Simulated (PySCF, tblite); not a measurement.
# Si4NH11, a small molecule taken as a stand-in for a surface group (silicon-backed Si): NMR shifts, core binding energies and electronic excitations

What NMR shifts, core binding energies and electronic excitations should one expect for `N[Si]([SiH3])([SiH3])[SiH3]`?

Programs: tblite 0.8.0 and PySCF 2.14.0. All values are calculated, for the isolated system unless a continuum is named. Atoms count from 0, parts from 1.

## 1. The system as given

16 atoms, charge 0, multiplicity 1; geometry: distance geometry start.

## 2. Relaxing the cluster with GFN2-xTB

What the job is given:

```
{"job": {"kind": "relax", "xc": "GFN2-xTB", "basis": "xTB"}, "charge": 0, "multiplicity": 1}
Si     1.406436    -2.202365    -0.072427
Si     0.367381    -0.580223    -1.155096
Si    -1.342305    -1.389145    -2.284424
Si     1.792694     0.387676    -2.570060
N     -0.210949     0.659220     0.041939
H      0.459706    -3.162085     0.349730
H      2.081324    -1.668945     1.058612
H      2.349507    -2.825015    -0.913959
H     -1.091722    -1.258437    -3.684764
H     -1.485253    -2.774732    -1.969800
H     -2.520749    -0.694279    -1.955864
H      2.828508     1.031877    -1.836657
H      1.098905     1.339208    -3.376816
H      2.365478    -0.594490    -3.421036
H      0.484817     1.003719     0.711891
H     -0.889819     1.321795    -0.329918
```

With the program's defaults for keys left out, this is: GFN2-xTB geometry optimisation, gas phase.

Launch:

```
$ OMP_NUM_THREADS=1 python cluster_run.py task.json out
```

One launch serves the whole session: the jobs run in the order shown.

Standard output:

```text
step      E/eV     max force
  0    -418.77405    2.967
  1    -419.03960    1.222
  2    -419.20481    1.147
  3    -419.25514    0.750
  4    -419.33942    0.361
  5    -419.36758    0.374
  6    -419.40155    0.383
  7    -419.44084    0.471
  8    -419.48198    0.493
  9    -419.51793    0.439
 10    -419.53930    0.266
 11    -419.54698    0.192
 12    -419.55026    0.120
 13    -419.55244    0.133
 14    -419.55502    0.145
 15    -419.55715    0.143
 16    -419.55895    0.110
 17    -419.56054    0.130
 18    -419.56214    0.140
 19    -419.56339    0.105
 20    -419.56416    0.082
 21    -419.56483    0.082
 22    -419.56588    0.127
 23    -419.56744    0.174
 24    -419.56925    0.182
 25    -419.57076    0.140
 26    -419.57180    0.111
 27    -419.57278    0.119
 28    -419.57402    0.135
 29    -419.57523    0.128
 30    -419.57634    0.111
 31    -419.57755    0.111
 32    -419.57884    0.118
 33    -419.57980    0.095
 34    -419.58029    0.046
 35    -419.58055    0.035
 36    -419.58087    0.047
 37    -419.58135    0.075
 38    -419.58175    0.065
 39    -419.58191    0.030
 40    -419.58195    0.014
 41    -419.58198    0.016
 42    -419.58204    0.027
 43    -419.58215    0.049
 44    -419.58235    0.070
 45    -419.58258    0.074
 46    -419.58279    0.056
 47    -419.58293    0.030
 48    -419.58301    0.020
 49    -419.58307    0.020
 50    -419.58312    0.025
 51    -419.58317    0.025
 52    -419.58323    0.021
 53    -419.58328    0.015
 54    -419.58331    0.010
 55    -419.58332    0.008
```

Wall time 1.4 s (1 thread of Arm Neoverse V2, shared host).

Along the way:

```
step  energy from step 0 (eV)  largest force (eV/Å)
   0                   0.0000                2.9664
   2                  -0.4308                1.1467
   4                  -0.5654                0.3609
   6                  -0.6275                0.3829
   8                  -0.7079                0.4930
  10                  -0.7653                0.2661
  12                  -0.7762                0.1199
  14                  -0.7810                0.1450
  16                  -0.7849                0.1105
  18                  -0.7881                0.1399
  20                  -0.7901                0.0827
  22                  -0.7918                0.1267
  24                  -0.7952                0.1818
  26                  -0.7978                0.1105
  28                  -0.8000                0.1348
  30                  -0.8023                0.1115
  32                  -0.8048                0.1180
  34                  -0.8062                0.0467
  36                  -0.8068                0.0475
  38                  -0.8077                0.0654
  40                  -0.8079                0.0146
  42                  -0.8080                0.0271
  44                  -0.8083                0.0699
  46                  -0.8087                0.0570
  48                  -0.8090                0.0197
  50                  -0.8091                0.0247
  52                  -0.8092                0.0214
  54                  -0.8093                0.0099
  55                  -0.8093                0.0081
```

Close pairs (by a distance rule), those that changed most:

```
   bond  before (Å)  after (Å)  change (Å)
Si1–Si2       2.203      2.334      +0.131
Si0–Si1       2.210      2.334      +0.124
Si1–Si3       2.229      2.349      +0.119
 Si1–N4       1.818      1.747      -0.070
Si2–H10       1.407      1.466      +0.059
 Si0–H7       1.409      1.467      +0.058
 Si0–H5       1.413      1.466      +0.053
 Si0–H6       1.421      1.468      +0.047
```

## 3. Optimising the geometry at PBE0-D3(BJ)/def2-SVP

What the job is given:

```
{"job": {"xc": "PBE0", "basis": "def2-SVP", "d3": "d3bj", "grid": 2, "kind": "geom", "shake": 0.01}, "charge": 0, "multiplicity": 1}
Si     1.008648    -1.537360     1.427244
Si    -0.074897     0.109976     0.123674
Si    -1.998758    -0.651364    -0.986809
Si     1.453758     1.211229    -1.326356
N     -0.725475     1.192477     1.319071
H      0.081875    -2.532881     1.951417
H      1.716757    -0.977560     2.584835
H      2.006543    -2.219436     0.618941
H     -1.832733    -0.538514    -2.415015
H     -2.268780    -2.063057    -0.697492
H     -3.214192     0.081263    -0.644150
H      2.515618     1.915487    -0.627864
H      0.758640     2.243190    -2.173759
H      2.044588     0.265285    -2.232368
H     -0.118126     1.552736     2.045139
H     -1.364918     1.937215     1.055635
```

Standard output:

```text
step   0  E = -1218.38239356  max force = 0.023833
step   1  E = -1218.39122834  max force = 0.003307
step   2  E = -1218.39155678  max force = 0.001161
step   3  E = -1218.39171049  max force = 0.000829
step   4  E = -1218.39181181  max force = 0.001318
step   5  E = -1218.39204858  max force = 0.002384
step   6  E = -1218.39227884  max force = 0.002068
step   7  E = -1218.39250511  max force = 0.000697
step   8  E = -1218.39272164  max force = 0.001674
step   9  E = -1218.39293960  max force = 0.003097
step  10  E = -1218.39311715  max force = 0.002750
step  11  E = -1218.39323979  max force = 0.000998
step  12  E = -1218.39329090  max force = 0.000410
step  13  E = -1218.39333476  max force = 0.001377
step  14  E = -1218.39339097  max force = 0.001861
step  15  E = -1218.39343709  max force = 0.001353
step  16  E = -1218.39345996  max force = 0.000401
step  17  E = -1218.39346882  max force = 0.000175
optimisation converged
```

Run time: 3 min. Hardware: 1 thread of Arm Neoverse V2, shared host; peak memory 0.75 GiB.

Relaxation path:

```
step  energy from step 0 (eV)  largest force component (eV/Å)
   0                   0.0000                          1.2255
   1                  -0.2404                          0.1701
   2                  -0.2493                          0.0597
   3                  -0.2535                          0.0426
   4                  -0.2563                          0.0678
   5                  -0.2627                          0.1226
   6                  -0.2690                          0.1063
   7                  -0.2751                          0.0358
   8                  -0.2810                          0.0861
   9                  -0.2870                          0.1593
  10                  -0.2918                          0.1414
  11                  -0.2951                          0.0513
  12                  -0.2965                          0.0211
  13                  -0.2977                          0.0708
  14                  -0.2993                          0.0957
  15                  -0.3005                          0.0696
  16                  -0.3011                          0.0206
  17                  -0.3014                          0.0090
```

Distances of close pairs at the start and the end, largest changes first:

```
   bond  before (Å)  after (Å)  change (Å)
Si3–H13       1.437      1.498      +0.061
 Si2–H8       1.442      1.496      +0.054
Si3–H11       1.453      1.499      +0.046
 Si0–H7       1.454      1.496      +0.042
 Si0–H5       1.458      1.496      +0.038
Si2–H10       1.460      1.498      +0.038
 Si0–H6       1.468      1.498      +0.030
 Si2–H9       1.466      1.496      +0.030
```

The end geometry stands in the next job.

```
                         at the end point                value
rotational constants (GHz, main isotopes)  1.441, 1.438, 1.051
                        dipole moment (D)                 1.53
```

## 4. Nuclear shieldings: PBE0/pcSseg-1

What the job is given:

```
{"job": {"kind": "nmr", "xc": "PBE0", "basis": "pcSseg-1"}, "charge": 0, "multiplicity": 1}
Si     1.011554    -1.535416     1.301738
Si    -0.139578     0.212697     0.244296
Si    -1.884948    -0.719535    -1.014871
Si     1.357860     1.251562    -1.255076
N     -0.825443     1.250829     1.474703
H      0.090213    -2.363099     2.140234
H      2.095010    -0.990902     2.181273
H      1.641374    -2.409519     0.263467
H     -1.306693    -1.516249    -2.141808
H     -2.740263    -1.615722    -0.176701
H     -2.748943     0.359065    -1.592352
H      2.510684     1.858065    -0.514047
H      0.673608     2.347890    -2.013979
H      1.899898     0.264843    -2.242708
H     -0.201704     1.598431     2.196988
H     -1.445433     1.995950     1.171421
```

Level: GIAO PBE0/pcSseg-1 NMR shielding, non-relativistic, gas phase.

Standard output:

```text
coarse grid: 14384 points
cycle   1  E = -1218.6826123475  dE = -2.238e-01  |g| = 3.982e-01  |ddm| = 3.469e+00
cycle   2  E = -1218.6459409904  dE =  3.667e-02  |g| = 5.645e-01  |ddm| = 9.156e-01
cycle   3  E = -1218.7163005984  dE = -7.036e-02  |g| = 4.757e-02  |ddm| = 6.665e-01
cycle   4  E = -1218.7168793067  dE = -5.787e-04  |g| = 8.679e-03  |ddm| = 8.413e-02
cycle   5  E = -1218.7169020214  dE = -2.271e-05  |g| = 3.467e-03  |ddm| = 2.144e-02
cycle   6  E = -1218.7169057168  dE = -3.695e-06  |g| = 5.191e-04  |ddm| = 5.935e-03
final grid: 117792 points
cycle   7  E = -1218.7398480777  dE = -1.272e-05  |g| = 5.300e-03  |ddm| = 1.535e-02
cycle   8  E = -1218.7398413311  dE =  6.747e-06  |g| = 7.607e-03  |ddm| = 1.191e-02
cycle   9  E = -1218.7398534927  dE = -1.216e-05  |g| = 4.684e-04  |ddm| = 7.376e-03
cycle  10  E = -1218.7398535347  dE = -4.193e-08  |g| = 8.132e-05  |ddm| = 6.696e-04
cycle  11  E = -1218.7398535368  dE = -2.091e-09  |g| = 1.979e-05  |ddm| = 1.588e-04
cycle  12  E = -1218.7398535369  dE = -1.428e-10  |g| = 6.008e-06  |ddm| = 4.135e-05
converged SCF energy = -1218.7398535369

GIAO shielding tensors (ppm)
atom      isotropic    diamagn.    paramagn.     s11        s22        s33       span
  0 Si     453.978     880.573    -426.594    439.864    451.395    470.676     30.812
  1 Si     400.314     881.289    -480.975    331.965    366.369    502.606    170.641
  2 Si     454.185     880.539    -426.355    440.566    451.564    470.424     29.857
  3 Si     457.237     881.062    -423.825    448.043    450.364    473.306     25.263
  4 N      271.097     317.006     -45.909    231.202    255.816    326.272     95.070
  5 H       27.477      29.060      -1.583     23.990     25.481     32.959      8.969
  6 H       27.480      29.333      -1.853     24.222     25.620     32.599      8.376
  7 H       27.783      29.429      -1.646     24.743     25.875     32.731      7.988
  8 H       27.802      29.428      -1.626     24.739     25.914     32.754      8.015
  9 H       27.493      29.055      -1.562     23.950     25.567     32.963      9.013
 10 H       27.482      29.300      -1.818     24.254     25.598     32.595      8.340
 11 H       27.706      29.732      -2.026     24.492     25.891     32.735      8.243
 12 H       27.697      29.732      -2.035     24.469     25.909     32.713      8.244
 13 H       27.913      29.814      -1.901     24.842     25.921     32.976      8.134
 14 H       31.785      31.311       0.474     23.191     28.678     43.485     20.293
 15 H       31.808      31.290       0.518     23.217     28.651     43.557     20.339
```

Run time: 16 s. Hardware: 1 thread of Arm Neoverse V2, shared host; peak memory 0.89 GiB.

The references, computed at this level on geometries of the same kind, shield at (ppm): $^{1}$H TMS 31.27, $^{29}$Si TMS 352.0, $^{15}$N NH3 265.7. Their shielding less the atom's gives the shift. The references are single molecules in the gas phase, so shifts against H2O, NH3, PH3, H3PO4 or CFCl3 are not on the usual liquid scales and can be off by tens of ppm. Atoms listed in one row are averaged.

```
   atoms                          environment  σ (ppm)  δ (ppm)
      H5   hydrogen on a silicon bonded to Si    27.48     3.79
      H6   hydrogen on a silicon bonded to Si    27.48     3.79
     H10   hydrogen on a silicon bonded to Si    27.48     3.78
      H9   hydrogen on a silicon bonded to Si    27.49     3.77
     H12   hydrogen on a silicon bonded to Si    27.70     3.57
     H11   hydrogen on a silicon bonded to Si    27.71     3.56
      H7   hydrogen on a silicon bonded to Si    27.78     3.48
      H8   hydrogen on a silicon bonded to Si    27.80     3.46
     H13   hydrogen on a silicon bonded to Si    27.91     3.35
     H14  hydrogen on a nitrogen bonded to Si    31.78    -0.52
     H15  hydrogen on a nitrogen bonded to Si    31.81    -0.54
     Si1            silicon bonded to N, 3 Si    400.3    -48.3
Si0, Si2            silicon bonded to Si, 3 H    454.1   -102.1
     Si3            silicon bonded to Si, 3 H    457.2   -105.2
      N4           nitrogen bonded to Si, 2 H    271.1     -5.4
```

Charges from the same density, by scheme (e):

```
   atoms  Mulliken    IAO  Hirshfeld  ESP fit
Si0, Si2      0.24   0.27       0.20     0.19
     Si1      0.03   0.36       0.16     0.34
     Si3      0.22   0.22       0.18     0.07
      N4     -0.63  -0.81      -0.32    -0.98
```

Mayer bond orders: Si0–Si1 0.89, Si1–Si2 0.88, Si1–Si3 0.83, Si1–N4 0.97.

(Part 1 of 2 ends here.)
